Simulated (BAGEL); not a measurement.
# One shape, several levels: triplet Si2H5OF

Wanted: a comparison of 5 runs (UHF/STO-3G, UHF/3-21G, ROHF/6-31G*, ROHF/def2-SVP, UHF/def2-SVP) of triplet Si2H5OF. 

Program for the calculation: BAGEL 1.2.2.

1 further run of the same task is left out (set aside as unsound or not needed). Runs told in other sessions of the task aren't counted.

### Step 1. Starting point

Si2H5OF: 9 atoms, total charge 0, spin state triplet. SMILES of the parent species: `F[SiH2]O[SiH3]`. The coordinates come from a PBE0-D4/def2-TZVP relaxation. This is one conformer, not always the lowest. That shape belongs to the parent species and isn't relaxed for this state.

Bond lengths: F1–Si2 1.594 Å, Si2–O3 1.616 Å, O3–Si4 1.641 Å, Si2–H5 1.476 Å, Si2–H6 1.480 Å, Si4–H7 1.482 Å, Si4–H8 1.483 Å, Si4–H9 1.486 Å. Some angles: F1–Si2–O3 109.6°, Si2–O3–Si4 148.9°, F1–Si2–H5 107.7°, F1–Si2–H6 107.0°, O3–Si2–H5 108.7°, O3–Si2–H6 110.5°, O3–Si4–H7 108.1°, O3–Si4–H8 109.6°, O3–Si4–H9 109.9°, H5–Si2–H6 113.2°.

### Step 2. The energy at UHF/STO-3G (density fitting with qzvpp-jkfit) (run 1)

Contents of input.json:

```json
{ "bagel": [

{
  "title": "molecule",
  "basis": "sto-3g",
  "df_basis": "qzvpp-jkfit",
  "angstrom": true,
  "geometry": [
    { "atom": "F", "xyz": [      -1.694000,       1.210500,      -1.272300 ] },
    { "atom": "Si", "xyz": [      -0.171500,       1.320100,      -0.812600 ] },
    { "atom": "O", "xyz": [       0.351200,      -0.127900,      -0.321100 ] },
    { "atom": "Si", "xyz": [       0.285400,      -1.347000,       0.774900 ] },
    { "atom": "H", "xyz": [       0.623200,       1.737300,      -1.984500 ] },
    { "atom": "H", "xyz": [      -0.123700,       2.293600,       0.301100 ] },
    { "atom": "H", "xyz": [       1.618500,      -1.993000,       0.825600 ] },
    { "atom": "H", "xyz": [      -0.738800,      -2.335100,       0.357400 ] },
    { "atom": "H", "xyz": [      -0.061900,      -0.805000,       2.114200 ] }
  ]
},

{ "title": "uhf", "nopen": 2 },

{ "title": "print", "file": "orbitals.molden", "orbitals": true }

]}
```

Launch:

```bash
$ BAGEL_NUM_THREADS=1 BAGEL input.json > input.out
```

Standard output:

```text
* using 1 threads per process

  ===============================================================
  ===============================================================

  *** Geometry ***

  { "atom" : "F", "xyz" : [     -3.201196,      2.287513,     -2.404299 ] },
  { "atom" : "Si", "xyz" : [     -0.324088,      2.494627,     -1.535591 ] },
  { "atom" : "O", "xyz" : [      0.663672,     -0.241696,     -0.606791 ] },
[... 5 lines of this table left out ...]
  { "atom" : "H", "xyz" : [     -0.116974,     -1.521230,      3.995259 ] },

  Number of auxiliary basis functions:      500

  Since a DF basis is specified, we compute 2- and 3-index integrals:
    o Being stored without compression. Storage requirement is 0.004 GB

  Number of basis functions:       33
  Number of electrons      :       50

    * METHOD: MOLECULE                             0.13

  *** Open-shell HF ***

  === Nuclear Repulsion ===
   231.1779326507

      * DIIS with orbital gradients will be used.

  === UHF iteration (sto-3g) ===
      0       -745.53126751          0.02885509           0.03
      1       -745.67784738          0.01329201           0.03
      2       -745.72141794          0.00643784           0.03
[... 27 lines of this table left out ...]
     30       -745.74442537          0.00000001           0.03
    * SCF iteration converged.

    * S^2 (UHF) is 2.0030

    * Permanent dipole moment:
           (   -0.340302,    -0.088844,    -0.030141) a.u.

    * METHOD: UHF                                  1.08

    * METHOD: PRINT                                0.00

  ===============================================================
```

Run time: 1.4 s. Hardware: 1 thread of AMD EPYC 9R45 (Zen 5), shared host.

### Step 3. A single-point energy at UHF/3-21G (density fitting with qzvpp-jkfit) (run 2)

Contents of hf.json:

```json
{ "bagel" : [

{
  "title" : "molecule",
  "basis" : "3-21g",
  "df_basis" : "qzvpp-jkfit",
  "angstrom" : "true",
  "geometry" : [
    { "atom" : "F", "xyz" : [      -1.694000,       1.210500,      -1.272300 ] },
    { "atom" : "Si", "xyz" : [      -0.171500,       1.320100,      -0.812600 ] },
    { "atom" : "O", "xyz" : [       0.351200,      -0.127900,      -0.321100 ] },
    { "atom" : "Si", "xyz" : [       0.285400,      -1.347000,       0.774900 ] },
    { "atom" : "H", "xyz" : [       0.623200,       1.737300,      -1.984500 ] },
    { "atom" : "H", "xyz" : [      -0.123700,       2.293600,       0.301100 ] },
    { "atom" : "H", "xyz" : [       1.618500,      -1.993000,       0.825600 ] },
    { "atom" : "H", "xyz" : [      -0.738800,      -2.335100,       0.357400 ] },
    { "atom" : "H", "xyz" : [      -0.061900,      -0.805000,       2.114200 ] }
  ]
},

{ "title" : "uhf", "nopen" : 2 },

{ "title" : "print", "file" : "orbitals.molden", "orbitals" : "true" }

]}
```

Launch:

```bash
$ BAGEL_NUM_THREADS=1 BAGEL hf.json > hf.out
```

Standard output:

```text
* using 1 threads per process

  ===============================================================
  ===============================================================

  *** Geometry ***

  { "atom" : "F", "xyz" : [     -3.201196,      2.287513,     -2.404299 ] },
  { "atom" : "Si", "xyz" : [     -0.324088,      2.494627,     -1.535591 ] },
  { "atom" : "O", "xyz" : [      0.663672,     -0.241696,     -0.606791 ] },
[... 5 lines of this table left out ...]
  { "atom" : "H", "xyz" : [     -0.116974,     -1.521230,      3.995259 ] },

  Number of auxiliary basis functions:      500

  Since a DF basis is specified, we compute 2- and 3-index integrals:
    o Being stored without compression. Storage requirement is 0.012 GB

  Number of basis functions:       54
  Number of electrons      :       50

    * METHOD: MOLECULE                             0.13

  *** Open-shell HF ***

  === Nuclear Repulsion ===
   231.1779326507

      * DIIS with orbital gradients will be used.

  === UHF iteration (3-21g) ===
      0       -750.60413584          0.05407001           0.06
      1       -750.73049320          0.04421723           0.06
      2       -750.79400640          0.03229084           0.06
[... 50 lines of this table left out ...]
     53       -750.88894854          0.00000001           0.06
    * SCF iteration converged.

    * S^2 (UHF) is 2.0089

    * Permanent dipole moment:
           (   -0.528491,    -1.144572,     0.450363) a.u.

    * METHOD: UHF                                  3.22

    * METHOD: PRINT                                0.00

  ===============================================================
```

Wall time 3.6 s (1 thread of AMD EPYC 9R45 (Zen 5), shared host); peak memory 0.091 GiB.

Runs 3 to 4 aren't shown in full; the table further down has their settings and results.

### Step 4. A single-point energy at UHF/def2-SVP (density fitting with qzvpp-jkfit) (run 5)

Contents of hf.json:

```json
{ "bagel" : [

{
  "title" : "molecule",
  "basis" : "svp",
  "df_basis" : "qzvpp-jkfit",
  "angstrom" : true,
  "geometry" : [
    { "atom" : "F", "xyz" : [   -1.694000,    1.210500,   -1.272300 ] },
    { "atom" : "Si", "xyz" : [   -0.171500,    1.320100,   -0.812600 ] },
    { "atom" : "O", "xyz" : [    0.351200,   -0.127900,   -0.321100 ] },
    { "atom" : "Si", "xyz" : [    0.285400,   -1.347000,    0.774900 ] },
    { "atom" : "H", "xyz" : [    0.623200,    1.737300,   -1.984500 ] },
    { "atom" : "H", "xyz" : [   -0.123700,    2.293600,    0.301100 ] },
    { "atom" : "H", "xyz" : [    1.618500,   -1.993000,    0.825600 ] },
    { "atom" : "H", "xyz" : [   -0.738800,   -2.335100,    0.357400 ] },
    { "atom" : "H", "xyz" : [   -0.061900,   -0.805000,    2.114200 ] }
  ]
},
{
  "title" : "uhf",
  "nopen" : 2
},
{
  "title" : "print",
  "file" : "orbitals.molden",
  "orbitals" : true
}

]}
```

Launch:

```bash
$ BAGEL_NUM_THREADS=1 BAGEL hf.json > hf.out
```

Standard output:

```text
* using 1 threads per process

  ===============================================================
  ===============================================================

  *** Geometry ***

  { "atom" : "F", "xyz" : [     -3.201196,      2.287513,     -2.404299 ] },
  { "atom" : "Si", "xyz" : [     -0.324088,      2.494627,     -1.535591 ] },
  { "atom" : "O", "xyz" : [      0.663672,     -0.241696,     -0.606791 ] },
[... 5 lines of this table left out ...]
  { "atom" : "H", "xyz" : [     -0.116974,     -1.521230,      3.995259 ] },

  Number of auxiliary basis functions:      500

  Since a DF basis is specified, we compute 2- and 3-index integrals:
    o Being stored without compression. Storage requirement is 0.032 GB

  Number of basis functions:       89
  Number of electrons      :       50

    * METHOD: MOLECULE                             0.18

  *** Open-shell HF ***

  === Nuclear Repulsion ===
   231.1779326507

      * DIIS with orbital gradients will be used.

  === UHF iteration (svp) ===
      0       -754.24804487          0.03907543           0.11
      1       -754.36834791          0.03433763           0.11
      2       -754.43385211          0.02638758           0.11
[... 43 lines of this table left out ...]
     46       -754.58196559          0.00000001           0.11
    * SCF iteration converged.

    * S^2 (UHF) is 2.0137

    * Permanent dipole moment:
           (   -0.452100,    -1.099251,     0.493069) a.u.

    * METHOD: UHF                                  5.24

    * METHOD: PRINT                                0.01

  ===============================================================
```

Wall time 5.7 s (1 thread of AMD EPYC 9R45 (Zen 5), shared host); peak memory 0.13 GiB.

### Step 5. Overview of the runs

```csv
run,level,energy (Eh),dipole moment (D),⟨S²⟩,wall time
1,UHF/STO-3G (density fitting with qzvpp-jkfit),-745.744425,0.90,2.003,1.4 s
2,UHF/3-21G (density fitting with qzvpp-jkfit),-750.888949,3.40,2.009,3.6 s
3,"ROHF/6-31G* (density fitting with qzvpp-jkfit, spherical functions)",-754.872721,3.49,2.000,5.7 s
4,ROHF/def2-SVP (density fitting with qzvpp-jkfit),-754.575815,3.12,2.000,6.3 s
5,UHF/def2-SVP (density fitting with qzvpp-jkfit),-754.581966,3.27,2.014,5.7 s
```

### Step 6. Summary of results

| quantity | value |
| --- | --- |
| run 5: total energy | -754.58197 Eh |
| run 5: dipole moment | 3.27 D |
| run 5: ⟨S²⟩ | 2.014 |

The dipole moment (its size) runs from 0.90 D (UHF/STO-3G) to 3.49 D (ROHF/6-31G*). The two ends differ in method and basis. In run 1 the basis is minimal, so the values are rough. All runs together took 23 s, the longest 6.3 s.
